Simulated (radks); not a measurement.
**Si⁴⁻ held by a Watson sphere**

One table from this session's results is given with a row withheld; the runs are named, their logs left out.

Program: radks (a radial shooting solver on a logarithmic mesh, Libxc functionals) version 1. Level of theory: scalar-relativistic Kohn-Sham, LB94 model potential, spin-polarised, spherical densities, point nucleus. These are calculated values, not measurements, unless marked.

**The atom as given**

```
element       : silicon (Z = 14)
charge        : -4
electrons     : 18
configuration : [Ar]
```

Outer shells as boxes (Hund's rule):

Si⁴⁻
```
[Ne] core
3s [↑↓]
3p [↑↓][↑↓][↑↓]
```

LB94 adds a gradient term to the LDA potential that gives it a −1/r tail. It is a model potential with no energy functional, so Etot and Exc are not given.

The first run:

Settings of this run:

```text
Z 14
configuration [Ar]
relativity scalar-relativistic
functional lda,pw
model_potential LB94
spin polarised
nucleus point
c 137.035999084
watson charge 4.49 radius 1.91 bohr
response adiabatic LDA kernel
```

Among the steps run: R = 1.91 bohr; R = 1.92 bohr; R = 2.51 bohr; R = 3.16 bohr; R = 3.38 bohr; R = 4.27 bohr.

One of the session's tables, all rows but one given; the rest of the session is left out.

| R (bohr) | highest level (eV) | its <r> (bohr) | sum of <r²> (bohr²) | α (bohr³) |
| --- | --- | --- | --- | --- |
| 1.91 | -16.822 | 2.288 | 48.46 | 26.40 |
| 1.92 | -16.782 | 2.294 | 48.66 | 26.61 |
| 2.51 | ? | ? | ? | ? |
| 3.16 | -12.161 | 2.986 | 77.97 | 72.38 |
| 3.38 | -11.487 | 3.106 | 83.68 | 85.97 |
| 4.27 | -9.220 | 3.585 | 108.2 | 167.7 |

Estimate the missing values for R (bohr) = 2.51.

Worked estimate for «highest level (eV)». A straight line through the neighbours (1.92, -16.782) and (3.16, -12.161) gives -16.782 + (-12.161 + 16.782) × (2.51 − 1.92) / (3.16 − 1.92) = -14.583; a parabola fitted to 4 rows on both sides gives -14.409.

**Answer.** highest level (eV): -14.435; its <r> (bohr): 2.626; sum of <r²> (bohr²): 61.87; α (bohr³): 42.95. In «highest level (eV)» the line misses by -0.148 and the parabola by +0.026.

In words: From R = 1.91 to 4.27 bohr the top level moves from -16.822 to -9.220 eV and its mean radius from 2.29 to 3.58 bohr. A wider sphere makes a shallower well, so the ion swells. The polarisability goes from 26.4 to 168 bohr³. Response by self-consistent Sternheimer equations with the Hartree and adiabatic LDA kernel, the relativistic mass of each level held fixed and spin-orbit coupling left out. The sphere does not respond.
